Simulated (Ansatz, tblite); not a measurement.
# The cluster Si21H32O: spin states and exact exchange, part 1 of 2

Aim: set other spin states of the cluster Si21H32O against its singlet, on many levels of theory.

Program: Ansatz 0.2.0, Gaussian basis. Level of theory: as each input shows. These are calculated values, not measurements.

Levels to be run: triplet, relaxed (GFN1-xTB, GFN2-xTB, PBE0-D4/def2-SVP, PBE-D4/def2-SVP, r2SCAN-D4/def2-SVP, B2PLYP/def2-SVP, r2SCANh-D4/def2-SVP, ωB97M-V/def2-SVP, PBE+5HF/def2-SVP, PBE+10HF/def2-SVP, PBE+15HF/def2-SVP, PBE+35HF/def2-SVP, PBE+50HF/def2-SVP, HF/STO-3G); the singlet's energies come from earlier runs.

## Step 1: The geometry

The geometry is that of the singlet, from an earlier relaxation (PBE-D4/def2-SVP).

54 atoms, charge 0, spin multiplicity 1.

Atoms are counted from 1 here; the program's logs count them from 0.

Bond lengths: Si1–Si13 2.355 Å, Si1–Si14 2.346 Å, Si1–H23 1.512 Å, Si1–H24 1.507 Å, Si2–Si12 2.343 Å, Si2–Si16 2.367 Å, Si2–H25 1.521 Å, Si2–H26 1.504 Å, Si3–Si15 2.343 Å, Si3–Si17 2.351 Å, Si3–H27 1.511 Å, Si3–H28 1.507 Å, Si4–Si13 2.362 Å, Si4–Si18 2.345 Å, Si4–Si19 2.361 Å, Si4–H29 1.517 Å, Si5–Si15 2.359 Å, Si5–Si18 2.339 Å and more. Angles: Si13–Si1–Si14 116.0°, Si13–Si1–H23 101.5°, Si13–Si1–H24 111.1°, Si14–Si1–H23 108.2°, Si14–Si1–H24 112.0°, H23–Si1–H24 107.3°, Si12–Si2–Si16 114.9°, Si12–Si2–H25 88.9°, Si12–Si2–H26 113.5°, Si16–Si2–H25 108.6°, Si16–Si2–H26 119.2°, H25–Si2–H26 106.9°, Si15–Si3–Si17 109.2°, Si15–Si3–H27 101.7°, Si15–Si3–H28 114.2°, Si17–Si3–H27 109.0°, Si17–Si3–H28 114.5°, H27–Si3–H28 107.4° and more.

## Step 2: Relaxing the triplet

in.yaml reads:

```yaml
crystal:
  periodic: [false, false, false]
  atoms:
    - {symbol: Si, position_ang: [-3.623331, 1.510255, -0.408388]}
    - {symbol: Si, position_ang: [-1.928383, -3.328242, 1.951140]}
    - {symbol: Si, position_ang: [0.899213, -3.374813, -0.451552]}
    - {symbol: Si, position_ang: [-1.480331, 1.509969, -3.597204]}
    - {symbol: Si, position_ang: [1.007829, -1.032427, -3.371784]}
    - {symbol: O, position_ang: [-1.663950, -1.238346, -1.114502]}
    - {symbol: Si, position_ang: [-0.838887, 1.095391, 2.635633]}
    - {symbol: Si, position_ang: [0.724325, -0.668151, 2.433594]}
    - {symbol: Si, position_ang: [0.420628, 1.464353, -0.587915]}
    - {symbol: Si, position_ang: [3.511244, -0.682134, -0.643471]}
    - {symbol: Si, position_ang: [3.209003, 2.146005, 2.411897]}
    - {symbol: Si, position_ang: [-2.587255, -1.768062, 0.332652]}
    - {symbol: Si, position_ang: [-2.561225, 0.141760, -2.003974]}
    - {symbol: Si, position_ang: [-2.241307, 2.398526, 1.266357]}
    - {symbol: Si, position_ang: [-0.463625, -2.272271, -2.006223]}
    - {symbol: Si, position_ang: [-0.216850, -2.589405, 3.410410]}
    - {symbol: Si, position_ang: [2.048077, -1.778922, 0.836808]}
    - {symbol: Si, position_ang: [-0.257262, 0.079103, -4.995557]}
    - {symbol: Si, position_ang: [-0.225887, 3.001401, -2.264000]}
    - {symbol: Si, position_ang: [2.081558, 0.563090, -2.008706]}
    - {symbol: Si, position_ang: [2.404449, 0.348154, 3.736032]}
    - {symbol: Si, position_ang: [1.881406, 2.932131, 0.599405]}
    - {symbol: H, position_ang: [-4.113145, 2.651851, -1.270490]}
    - {symbol: H, position_ang: [-4.838671, 0.828777, 0.166196]}
    - {symbol: H, position_ang: [-3.270746, -3.135286, 2.639733]}
    - {symbol: H, position_ang: [-1.897085, -4.742499, 1.441641]}
    - {symbol: H, position_ang: [1.884951, -4.078083, -1.354562]}
    - {symbol: H, position_ang: [0.189518, -4.434016, 0.351954]}
    - {symbol: H, position_ang: [-2.719574, 2.031238, -4.300742]}
    - {symbol: H, position_ang: [1.867284, -2.147353, -3.929469]}
    - {symbol: H, position_ang: [-1.676135, 0.617943, 3.812380]}
    - {symbol: H, position_ang: [0.042313, 2.188874, 3.216044]}
    - {symbol: H, position_ang: [4.290219, -1.774266, -1.338961]}
    - {symbol: H, position_ang: [4.476704, 0.167064, 0.140436]}
    - {symbol: H, position_ang: [4.562149, 1.716370, 1.899065]}
    - {symbol: H, position_ang: [3.456076, 3.310091, 3.345564]}
    - {symbol: H, position_ang: [-3.907876, -2.171429, -0.263061]}
    - {symbol: H, position_ang: [-2.752130, -0.486641, 1.096051]}
    - {symbol: H, position_ang: [-3.586031, -0.745274, -2.678984]}
    - {symbol: H, position_ang: [-3.200864, 3.006143, 2.279491]}
    - {symbol: H, position_ang: [-1.460622, 3.544637, 0.685598]}
    - {symbol: H, position_ang: [-1.382589, -3.190071, -2.774726]}
    - {symbol: H, position_ang: [0.791369, -3.705367, 3.518613]}
    - {symbol: H, position_ang: [-0.873912, -2.388985, 4.752710]}
    - {symbol: H, position_ang: [2.869400, -2.635158, 1.781520]}
    - {symbol: H, position_ang: [-1.158676, -0.847768, -5.772547]}
    - {symbol: H, position_ang: [0.621888, 0.841175, -5.952257]}
    - {symbol: H, position_ang: [0.800462, 3.691558, -3.135756]}
    - {symbol: H, position_ang: [-1.217870, 4.054141, -1.822116]}
    - {symbol: H, position_ang: [2.876335, 1.455730, -2.941625]}
    - {symbol: H, position_ang: [1.816686, 0.845917, 5.032509]}
    - {symbol: H, position_ang: [3.512769, -0.624478, 4.059312]}
    - {symbol: H, position_ang: [1.050348, 4.041222, 1.209192]}
    - {symbol: H, position_ang: [2.894824, 3.621679, -0.292966]}
basis:
  gaussian: {orbitals: def2-SVP, fitting: {mean_field: def2-universal-jkfit}}
magnetization: {spin_polarized: true, initial_magnetization: 2}
hamiltonian: {xc: pbe, dispersion: d4}
scf: {lower_state_search: "off"}
output: {orbitals: {seedname: orbitals}}
relax: {f_tol: 0.03, max_steps: 70}
```

Started as:

```sh
$ ansatz run in.yaml --threads 2 --pin off --events-out ev --progress --plain --max-ram 32768MiB --backend cuda --devices 0, --max-vram 18GiB
```

What it wrote:

```text
Functional definition: PBE
  name "PBE"
  cite "Perdew, Burke & Ernzerhof, Phys. Rev. Lett. 77, 3865 (1996) doi:10.1103/PhysRevLett.77.3865"
  parent pbe
  parameter kappa = 0.804
  parameter beta = 0.06672455060314922
  exchange = pbe_x(kappa = kappa, mu = beta*pi^2/3)
  correlation = pbe_c(beta = beta)
these checks for a lower state are left out or cut short: stability, starts, cluster_reference, orbital_swaps, neighbouring_geometries, increment
3341 factors; integrals over basis functions are off by at most 3.2e-1 eV
mean field evaluation 1: about -167849.1325 eV, gradient 3.9e1 eV
mean field evaluation 2: about -167807.2412 eV, gradient 9.7e1 eV
mean field evaluation 4: about -167856.8668 eV, gradient 1.2e1 eV
mean field evaluation 8: about -167858.0983 eV, gradient 3.4e-1 eV
mean field evaluation 16: about -167858.0847 eV, gradient 3.7e-3 eV
mean field -167858.08465206 eV, -6168.6708326669 hartree, gradient 7.0e-6 eV, S^2 2.005455; 0 other end points of the search recorded, 0 dependent functions left out
the calculation of the forces begins
reference -167858.08473776 eV, -6168.6708358163 hartree; 168, 166 occupied and 384, 386 virtual orbitals, 3341 factors
relax step   1: F+E_penalty+E_count = -167862.03502863 eV  Δ(F+E_penalty+E_count) = +0.000e0 eV  max|allowed force component| = 1.046e0 eV/Å  Δτ_max = 0.0000 Å  (23 SCF iters, accepted)
these checks for a lower state are left out or cut short: stability, starts, cluster_reference, orbital_swaps, neighbouring_geometries, increment
3341 factors; integrals over basis functions are off by at most 3.3e-1 eV
mean field evaluation 32: about -167858.7303 eV, gradient 1.0e-3 eV
mean field -167858.73027163 eV, -6168.6945587484 hartree, gradient 5.2e-6 eV, S^2 2.005281; 0 other end points of the search recorded, 0 dependent functions left out
the calculation of the forces begins
reference -167858.73035757 eV, -6168.6945619068 hartree; 168, 166 occupied and 384, 386 virtual orbitals, 3341 factors
relax step   2: F+E_penalty+E_count = -167862.63772027 eV  Δ(F+E_penalty+E_count) = -6.027e-1 eV  max|allowed force component| = 3.065e-1 eV/Å  Δτ_max = 0.1948 Å  (27 SCF iters, accepted)
these checks for a lower state are left out or cut short: stability, starts, cluster_reference, orbital_swaps, neighbouring_geometries, increment
3341 factors; integrals over basis functions are off by at most 3.3e-1 eV
mean field -167858.89382299 eV, -6168.7005691502 hartree, gradient 6.3e-6 eV, S^2 2.005410; 0 other end points of the search recorded, 0 dependent functions left out
the calculation of the forces begins
reference -167858.89390925 eV, -6168.7005723203 hartree; 168, 166 occupied and 384, 386 virtual orbitals, 3341 factors
relax step   3: F+E_penalty+E_count = -167862.77479904 eV  Δ(F+E_penalty+E_count) = -1.371e-1 eV  max|allowed force component| = 2.857e-1 eV/Å  Δτ_max = 0.1837 Å  (23 SCF iters, accepted)
[... from here on, the SCF cycles and remarks between the steps are left out ...]
relax step   4: F+E_penalty+E_count = -167862.84091353 eV  Δ(F+E_penalty+E_count) = -6.611e-2 eV  max|allowed force component| = 3.737e-1 eV/Å  Δτ_max = 0.1997 Å  (25 SCF iters, accepted)
relax step   5: F+E_penalty+E_count = -167862.86525758 eV  Δ(F+E_penalty+E_count) = -2.434e-2 eV  max|allowed force component| = 3.364e-1 eV/Å  Δτ_max = 0.1448 Å  (26 SCF iters, accepted)
relax step   6: F+E_penalty+E_count = -167862.90907560 eV  Δ(F+E_penalty+E_count) = -4.382e-2 eV  max|allowed force component| = 4.096e-1 eV/Å  Δτ_max = 0.0789 Å  (22 SCF iters, accepted)
relax step   7: F+E_penalty+E_count = -167862.97069274 eV  Δ(F+E_penalty+E_count) = -6.162e-2 eV  max|allowed force component| = 6.127e-1 eV/Å  Δτ_max = 0.1652 Å  (27 SCF iters, accepted)
relax step   8: F+E_penalty+E_count = -167863.00999989 eV  Δ(F+E_penalty+E_count) = -3.931e-2 eV  max|allowed force component| = 7.850e-1 eV/Å  Δτ_max = 0.1949 Å  (26 SCF iters, accepted)
relax step   9: F+E_penalty+E_count = -167863.10622985 eV  Δ(F+E_penalty+E_count) = -9.623e-2 eV  max|allowed force component| = 5.446e-1 eV/Å  Δτ_max = 0.0756 Å  (21 SCF iters, accepted)
relax step  10: F+E_penalty+E_count = -167863.18752091 eV  Δ(F+E_penalty+E_count) = -8.129e-2 eV  max|allowed force component| = 3.559e-1 eV/Å  Δτ_max = 0.0996 Å  (22 SCF iters, accepted)
relax step  11: F+E_penalty+E_count = -167863.25931741 eV  Δ(F+E_penalty+E_count) = -7.180e-2 eV  max|allowed force component| = 2.478e-1 eV/Å  Δτ_max = 0.2000 Å  (24 SCF iters, accepted)
relax step  12: F+E_penalty+E_count = -167863.27491139 eV  Δ(F+E_penalty+E_count) = -1.559e-2 eV  max|allowed force component| = 3.528e-1 eV/Å  Δτ_max = 0.1200 Å  (21 SCF iters, accepted)
relax step  13: F+E_penalty+E_count = -167863.29194582 eV  Δ(F+E_penalty+E_count) = -1.703e-2 eV  max|allowed force component| = 1.590e-1 eV/Å  Δτ_max = 0.2000 Å  (21 SCF iters, accepted)
relax step  14: F+E_penalty+E_count = -167863.28960326 eV  Δ(F+E_penalty+E_count) = +2.343e-3 eV  max|allowed force component| = 1.711e-1 eV/Å  Δτ_max = 0.2000 Å  (21 SCF iters, rejected (line search))
relax step  15: F+E_penalty+E_count = -167863.30777293 eV  Δ(F+E_penalty+E_count) = -1.583e-2 eV  max|allowed force component| = 3.952e-2 eV/Å  Δτ_max = 0.0975 Å  (21 SCF iters, accepted)
relax step  16: F+E_penalty+E_count = -167863.31089032 eV  Δ(F+E_penalty+E_count) = -3.117e-3 eV  max|allowed force component| = 4.412e-2 eV/Å  Δτ_max = 0.0545 Å  (21 SCF iters, accepted)
relax step  17: F+E_penalty+E_count = -167863.31389139 eV  Δ(F+E_penalty+E_count) = -3.001e-3 eV  max|allowed force component| = 5.358e-2 eV/Å  Δτ_max = 0.0561 Å  (21 SCF iters, accepted)
relax step  18: F+E_penalty+E_count = -167863.31698972 eV  Δ(F+E_penalty+E_count) = -3.098e-3 eV  max|allowed force component| = 6.977e-2 eV/Å  Δτ_max = 0.0945 Å  (20 SCF iters, accepted)
relax step  19: F+E_penalty+E_count = -167863.31907196 eV  Δ(F+E_penalty+E_count) = -2.082e-3 eV  max|allowed force component| = 7.853e-2 eV/Å  Δτ_max = 0.0590 Å  (20 SCF iters, accepted)
relax step  20: F+E_penalty+E_count = -167863.32163082 eV  Δ(F+E_penalty+E_count) = -2.559e-3 eV  max|allowed force component| = 1.211e-1 eV/Å  Δτ_max = 0.1162 Å  (19 SCF iters, accepted)
relax step  21: F+E_penalty+E_count = -167863.32317557 eV  Δ(F+E_penalty+E_count) = -1.545e-3 eV  max|allowed force component| = 1.362e-1 eV/Å  Δτ_max = 0.0429 Å  (20 SCF iters, accepted)
relax step  22: F+E_penalty+E_count = -167863.32525410 eV  Δ(F+E_penalty+E_count) = -2.079e-3 eV  max|allowed force component| = 9.346e-2 eV/Å  Δτ_max = 0.0249 Å  (21 SCF iters, accepted)
relax step  23: F+E_penalty+E_count = -167863.32714243 eV  Δ(F+E_penalty+E_count) = -1.888e-3 eV  max|allowed force component| = 2.665e-2 eV/Å  Δτ_max = 0.0529 Å  (20 SCF iters, accepted)
relax step  24: F+E_penalty+E_count = -167863.32806973 eV  Δ(F+E_penalty+E_count) = -9.273e-4 eV  max|allowed force component| = 2.413e-2 eV/Å  Δτ_max = 0.0565 Å  (20 SCF iters, accepted)
these checks for a lower state are left out or cut short: stability, starts, cluster_reference, orbital_swaps, neighbouring_geometries, increment
3341 factors; integrals over basis functions are off by at most 3.2e-1 eV
mean field -167859.48557498 eV, -6168.7223156345 hartree, gradient 2.7e-6 eV, S^2 2.006692; 0 other end points of the search recorded, 0 dependent functions left out
the calculation of the forces begins
reference -167859.48566290 eV, -6168.7223188656 hartree; 168, 166 occupied and 384, 386 virtual orbitals, 3341 factors
relax step  25: F+E_penalty+E_count = -167863.32865700 eV  Δ(F+E_penalty+E_count) = -5.873e-4 eV  max|allowed force component| = 1.967e-2 eV/Å  Δτ_max = 0.0505 Å  (20 SCF iters, accepted)
Total energy: -167863.32874493 eV, -6168.8635495252 hartree
Atom 0 at    -3.743153     1.400987    -0.547313 Å, force    -0.014389     0.004974    -0.000452 eV/Å
Atom 1 at    -1.868922    -3.333887     2.816118 Å, force    -0.005583    -0.008874     0.010422 eV/Å
Atom 2 at     0.427067    -3.425615    -0.689163 Å, force    -0.002239    -0.000299    -0.000805 eV/Å
Atom 3 at    -1.582214     1.664654    -3.720753 Å, force     0.005646     0.006878     0.001083 eV/Å
Atom 4 at     1.118414    -0.881347    -3.503864 Å, force     0.001908     0.000017     0.002513 eV/Å
Atom 5 at    -1.513717    -0.849292    -1.546106 Å, force     0.000840    -0.007703     0.008351 eV/Å
Atom 6 at    -1.101998     0.862143     2.532085 Å, force     0.001788     0.001032     0.005889 eV/Å
Atom 7 at     0.701853    -0.664003     2.364676 Å, force    -0.000134     0.002873     0.004382 eV/Å
Atom 8 at     0.807164     1.770757    -0.753183 Å, force     0.001203    -0.002871     0.004964 eV/Å
Atom 9 at     3.372466    -1.108445    -0.498748 Å, force     0.006296    -0.003106     0.008732 eV/Å
Atom 10 at     3.451060     2.183773     2.184524 Å, force    -0.000575    -0.002383     0.002206 eV/Å
Atom 11 at    -2.277554    -2.205259     0.788792 Å, force     0.004670     0.001081    -0.001669 eV/Å
Atom 12 at    -2.681487     0.181319    -2.250339 Å, force    -0.007964     0.008757    -0.002492 eV/Å
Atom 13 at    -2.297580     2.282309     1.084853 Å, force    -0.004001    -0.003197    -0.003268 eV/Å
Atom 14 at    -0.552603    -2.042346    -2.310304 Å, force     0.012252    -0.000402    -0.000795 eV/Å
Atom 15 at    -0.119886    -2.214422     3.949938 Å, force     0.003588     0.001764     0.002841 eV/Å
Atom 16 at     1.685075    -2.114450     0.797995 Å, force     0.004458    -0.002948    -0.007330 eV/Å
Atom 17 at    -0.057038     0.454380    -5.044992 Å, force     0.002452    -0.002128     0.002047 eV/Å
Atom 18 at    -0.270601     3.088271    -2.382379 Å, force     0.001268     0.000471    -0.003290 eV/Å
Atom 19 at     2.313324     0.412717    -1.935756 Å, force    -0.001559     0.002683    -0.003463 eV/Å
Atom 20 at     2.536357     0.386969     3.411218 Å, force     0.003500     0.004602     0.000491 eV/Å
Atom 21 at     1.825531     3.197882     0.822539 Å, force    -0.006025     0.019666    -0.000507 eV/Å
Atom 22 at    -4.375260     2.588879    -1.239413 Å, force     0.003576    -0.010166     0.007542 eV/Å
Atom 23 at    -4.848645     0.623386     0.119660 Å, force     0.009306     0.005604    -0.008486 eV/Å
Atom 24 at    -3.111029    -3.455598     3.669284 Å, force     0.008216     0.003469    -0.002368 eV/Å
Atom 25 at    -1.415132    -4.727070     2.458409 Å, force    -0.001925     0.000118    -0.000439 eV/Å
Atom 26 at     1.472883    -4.208679    -1.463086 Å, force     0.000823     0.001380    -0.000752 eV/Å
Atom 27 at    -0.473397    -4.443779    -0.037181 Å, force    -0.002466     0.000838     0.000831 eV/Å
Atom 28 at    -2.589694     2.428020    -4.546962 Å, force    -0.001480     0.002698    -0.001096 eV/Å
Atom 29 at     2.049219    -1.857596    -4.183839 Å, force    -0.001812     0.000026     0.001439 eV/Å
Atom 30 at    -2.179508     0.088146     3.263108 Å, force     0.006087     0.007343    -0.003474 eV/Å
Atom 31 at    -0.539358     1.820428     3.562973 Å, force    -0.004916    -0.006943    -0.005513 eV/Å
Atom 32 at     4.066669    -2.179543    -1.304841 Å, force    -0.003486     0.002790     0.002483 eV/Å
Atom 33 at     4.392204    -0.442264     0.388020 Å, force    -0.002106    -0.002273    -0.004475 eV/Å
Atom 34 at     4.594849     1.720624     1.320697 Å, force    -0.005285     0.001971     0.001630 eV/Å
Atom 35 at     3.986019     3.226801     3.137127 Å, force    -0.002345    -0.005418    -0.005906 eV/Å
Atom 36 at    -3.073823    -3.024833    -0.196499 Å, force    -0.001326    -0.001545    -0.002125 eV/Å
Atom 37 at    -2.987248    -0.892843     0.992720 Å, force    -0.004231     0.001284    -0.003830 eV/Å
Atom 38 at    -3.679100    -0.669595    -3.002300 Å, force    -0.003699     0.000454    -0.003924 eV/Å
Atom 39 at    -3.206004     2.977708     2.078543 Å, force    -0.000624     0.000128     0.001931 eV/Å
Atom 40 at    -1.438847     3.357661     0.481773 Å, force    -0.001852    -0.001245     0.001074 eV/Å
Atom 41 at    -1.426006    -2.829946    -3.261061 Å, force    -0.002968     0.000439     0.001115 eV/Å
Atom 42 at     0.951767    -3.185811     4.378093 Å, force    -0.003052    -0.000984    -0.000594 eV/Å
Atom 43 at    -0.639416    -1.500128     5.172010 Å, force     0.001624    -0.001007    -0.001623 eV/Å
Atom 44 at     2.388150    -3.071334     1.739818 Å, force     0.000215    -0.000504    -0.001028 eV/Å
Atom 45 at    -0.779033    -0.434425    -6.027022 Å, force    -0.002520    -0.002715    -0.002839 eV/Å
Atom 46 at     0.847877     1.387916    -5.809781 Å, force     0.000700     0.001607    -0.000185 eV/Å
Atom 47 at     0.795429     3.734509    -3.239430 Å, force    -0.002578    -0.000543     0.003338 eV/Å
Atom 48 at    -1.101004     4.183569    -1.764900 Å, force     0.000286    -0.001677    -0.000941 eV/Å
Atom 49 at     3.308423     1.293240    -2.661374 Å, force    -0.000090     0.000862     0.000800 eV/Å
Atom 50 at     2.068841     0.922940     4.741825 Å, force     0.001450     0.002081     0.000978 eV/Å
Atom 51 at     3.607496    -0.644901     3.669133 Å, force    -0.000268    -0.000751     0.001570 eV/Å
Atom 52 at     0.753617     3.793252     1.703011 Å, force     0.016553    -0.007422    -0.010479 eV/Å
Atom 53 at     2.454308     4.339269     0.052046 Å, force    -0.007209    -0.010787     0.005498 eV/Å
Dipole moment:    -0.033457     0.009825    -0.259929 e Å
Checks for a lower state left out: stability, starts, cluster_reference, orbital_swaps, neighbouring_geometries, increment
```

It took 2.5 min on 1 × H100 (card shared with other runs) with 2 threads of AMD EPYC 7R13, shared host; peak host memory 1.2 GiB.

Step by step: (the energy doesn't fall at every step)

| step | energy from step 1 (eV) | largest force component (eV/Å) |
| --- | --- | --- |
| 1 | 0.0000 | 1.0459 |
| 2 | -0.6027 | 0.3065 |
| 3 | -0.7398 | 0.2857 |
| 4 | -0.8059 | 0.3737 |
| 5 | -0.8302 | 0.3364 |
| 6 | -0.8740 | 0.4096 |
| 7 | -0.9357 | 0.6127 |
| 8 | -0.9750 | 0.7850 |
| 9 | -1.0712 | 0.5446 |
| 10 | -1.1525 | 0.3559 |
| 11 | -1.2243 | 0.2478 |
| 12 | -1.2399 | 0.3528 |
| 13 | -1.2569 | 0.1590 |
| 14 | -1.2546 | 0.1711 |
| 15 | -1.2727 | 0.0395 |
| 16 | -1.2759 | 0.0441 |
| 17 | -1.2789 | 0.0536 |
| 18 | -1.2820 | 0.0698 |
| 19 | -1.2840 | 0.0785 |
| 20 | -1.2866 | 0.1211 |
| 21 | -1.2881 | 0.1362 |
| 22 | -1.2902 | 0.0935 |
| 23 | -1.2921 | 0.0267 |
| 24 | -1.2930 | 0.0241 |
| 25 | -1.2936 | 0.0197 |

The force was under the threshold of 0.03 eV/Å already at step 23, but the program went on to step 25.

Close pairs (by a distance rule), those that changed most:

| bond | before (Å) | after (Å) | change (Å) |
| --- | --- | --- | --- |
| O6–Si12 | 1.796 | 2.806 | +1.010 |
| O6–Si13 | 1.871 | 1.709 | -0.162 |
| O6–Si15 | 1.818 | 1.712 | -0.106 |
| Si9–Si22 | 2.387 | 2.357 | -0.030 |
| Si11–Si22 | 2.380 | 2.351 | -0.030 |
| Si9–Si20 | 2.364 | 2.348 | -0.017 |
| Si5–Si18 | 2.339 | 2.354 | +0.015 |
| Si2–Si12 | 2.343 | 2.356 | +0.013 |

Contacts that opened: O6–Si12 1.80 to 2.81 Å.

(Continued in part 2 of 2.)
